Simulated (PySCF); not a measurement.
# TPSS/cc-pVDZ run of GeSiH6O (SMILES [OH][GeH2][SiH3])

What is the energy change on altering one bond length of GeSiH6O at TPSS/cc-pVDZ? 

Program for the calculation: PySCF 2.14.0.

2 further runs of the same task are left out: 2 set aside as unsound or not needed.

### 1 The molecule

GeSiH6O: 9 atoms, total charge 0, spin state singlet. SMILES: `[OH][GeH2][SiH3]`. The shape is that of a PBE0-D4/def2-TZVP optimisation. This is one conformer, not always the lowest.

Bond lengths: O1–Ge2 1.791 Å, Ge2–Si3 2.389 Å, O1–H4 0.960 Å, Ge2–H5 1.546 Å, Ge2–H6 1.536 Å, Si3–H7 1.488 Å, Si3–H8 1.488 Å, Si3–H9 1.486 Å. Some angles: O1–Ge2–Si3 109.9°, O1–Ge2–H5 109.2°, O1–Ge2–H6 103.6°, Si3–Ge2–H5 111.3°, Si3–Ge2–H6 113.0°, Ge2–O1–H4 112.4°, Ge2–Si3–H7 110.2°, Ge2–Si3–H8 109.3°, Ge2–Si3–H9 110.4°, H5–Ge2–H6 109.6°.

### 2 The energy at TPSS/cc-pVDZ

The input, geometry.xyz:

```xyz
9
GeH6OSi
O     -1.665400     1.003200    -0.854800
Ge     0.086300     0.899600    -0.495500
Si     0.525800    -1.010700     0.870400
H     -1.973400     0.267900    -1.389000
H      0.873700     0.832100    -1.824400
H      0.388100     2.226700     0.215900
H      1.986000    -1.132800     1.128400
H      0.060100    -2.236200     0.166300
H     -0.192800    -0.896100     2.165800
```

The input, input.py:

```python
from pyscf import gto, dft

system = gto.M(
    atom='geometry.xyz',
    basis='cc-pvdz',
    charge=0,
    verbose=3,
    max_memory=1860,
)

myscf = dft.RKS(system, xc='tpss')
myscf.grids.level = 5
myscf.conv_tol = 1e-10
myscf.kernel()
if not myscf.converged:
    myscf = myscf.newton().run(myscf.mo_coeff, myscf.mo_occ)

energy = myscf.e_tot
print('Final energy', energy)
```

Run with:

```bash
OMP_NUM_THREADS=1 python input.py
```

The log of the run:

```text
converged SCF energy = -2445.31582559585
Final energy -2445.3158255958533
```

It took 36 s on 1 thread of Intel Xeon at 2.70GHz, shared host; peak memory 0.47 GiB.

### 3 The distorted shape, same level

The input, input.py:

```python
from pyscf import gto, dft

mol = gto.Mole()
mol.atom = '''
O       -1.295799       1.885562      -0.213759
Ge       0.455901       1.781962       0.145541
Si       0.895401      -0.128338       1.511441
H       -1.973400       0.267900      -1.389000
H        1.243301       1.714462      -1.183359
H        0.757701       3.109062       0.856941
H        2.355601      -0.250438       1.769441
H        0.429701      -1.353838       0.807341
H        0.176801      -0.013738       2.806841
'''
mol.basis = 'cc-pvdz'
mol.charge = 0
mol.verbose = 3
mol.max_memory = 1860
mol.build()

mf = dft.RKS(mol)
mf.xc = 'tpss'
mf.grids.level = 5
mf.conv_tol = 1e-10
mf.kernel()
if not mf.converged:
    mf = mf.newton().run(mf.mo_coeff, mf.mo_occ)

e_tot = mf.e_tot
print(f'total energy: {e_tot:.8f} hartree')
```

Run with:

```bash
OMP_NUM_THREADS=1 python input.py
```

The log of the run:

```text
converged SCF energy = -2445.13767537496
total energy: -2445.13767537 hartree
```

Run time: 54 s. Hardware: 1 thread of Intel Xeon at 2.70GHz, shared host; peak memory 0.47 GiB.

### 4 Summary of results

Level: TPSS/cc-pVDZ.

| quantity | value |
| --- | --- |
| first shape: total energy | -2445.31583 Eh |
| first shape: dipole moment | 1.28 D |
| first shape: HOMO energy | -6.35 eV |
| first shape: LUMO energy | -0.78 eV |
| first shape: HOMO–LUMO gap | 5.57 eV |
| distorted shape: total energy | -2445.13768 Eh |
| distorted shape: dipole moment | 1.31 D |
| distorted shape: HOMO energy | -6.23 eV |
| distorted shape: LUMO energy | -5.63 eV |
| distorted shape: HOMO–LUMO gap | 0.60 eV |
| energy change with the O1–H4 bond stretched from 0.960 to 2.111 Å | 4.848 eV |

One bond (distorted shape) is far stretched, which a spin-restricted single reference describes badly; a broken-symmetry solution may lie lower. With the O1–H4 bond stretched from 0.960 to 2.111 Å the energy rises by 4.85 eV (468 kJ/mol). The first shape isn't relaxed at this level, so the change isn't measured from a minimum. A restricted reference can't describe the breaking bond well at this length.
